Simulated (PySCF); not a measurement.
# C₃H₇FOSi: geometry, spin-spin couplings

Wanted: the spin-spin couplings of C₃H₇FOSi (`CO[C@@H]1[SiH2][C@H]1F`), by calculation.

Computed with PySCF 2.14.0, with density-fitted response routines of our own, on a single molecule in the gas phase. Atoms count from 0, in the outputs and in this text.

### Step 1. The starting structure

13 atoms, charge 0, multiplicity 1; geometry from: GFN2-xTB. The atoms were then displaced at random by about 0.01 Å, so the start is not that level's minimum.

Bonds of the start (Å): C0–O1 1.42, O1–C2 1.41, C2–Si3 1.85, Si3–C4 1.90, C4–F5 1.37, C4–C2 1.53, C0–H6 1.09, C0–H7 1.07, C0–H8 1.12, C2–H9 1.09, Si3–H10 1.48, Si3–H11 1.45, C4–H12 1.06.

### Step 2. Optimising the geometry at PBE0-D3(BJ)/def2-SVP

What the job is given:

```
{"job": {"xc": "PBE0", "basis": "def2-SVP", "d3": "d3bj", "grid": 1, "shake": 0.01, "kind": "geom"}, "charge": 0, "multiplicity": 1}
C      2.026590     0.016120    -0.396640
O      1.050700    -0.019340     0.639790
C     -0.213380     0.494140     0.272150
Si    -1.686120    -0.150730     1.194940
C     -1.091770    -0.418880    -0.585450
F     -1.701770     0.206850    -1.646240
H      1.678540    -0.516470    -1.281820
H      2.934100    -0.402190    -0.018880
H      2.200420     1.085230    -0.675510
H     -0.156100     1.527640    -0.059030
H     -2.829050     0.772680     1.365150
H     -1.526170    -1.273710     2.099790
H     -0.680170    -1.338230    -0.918570
```

Run with:

```sh
$ OMP_NUM_THREADS=1 python probes_run.py task.json out
```

The driver reads the jobs from task.json and runs them one after another.

**Question.** This job is followed by: B3LYP/cc-pVTZ indirect spin-spin coupling, non-relativistic, gas phase; B3LYP/6-31G* indirect spin-spin coupling, non-relativistic, gas phase. What will the session give for the following? point group; rotational constants (main isotopes); largest coupling of the table (B3LYP/cc-pVTZ); range of J(C4,F5), mean over like pairs.

As calculated:

| quantity | value |
| --- | --- |
| point group | C1 |
| rotational constants (main isotopes) | 3.90, 2.18, 1.51 GHz |
| largest coupling of the table (B3LYP/cc-pVTZ) | 1J(C,F) C4–F5, -326.7 Hz |
| range of J(C4,F5), mean over like pairs | -326.7 to -257.9 Hz |

What this shows: Relaxing lowered the energy by 0.183 eV in 10 steps; the close pair that moved most is C4–H12, from 1.061 to 1.101 Å. No frequency check was run at this level, so the end point may be a saddle. In the run at B3LYP/cc-pVTZ, the largest coupling of the table is C4–F5, -326.7 Hz, of which the Fermi-contact term gives -359.7 Hz. Couplings across rotatable bonds belong to this one conformer; where others are populated, the observed values are averages. The coupling C4–F5, as a mean over pairs of its kind, runs from -326.7 Hz (B3LYP/cc-pVTZ) to -257.9 Hz (B3LYP/6-31G*). Couplings from bases without tight functions are rough.
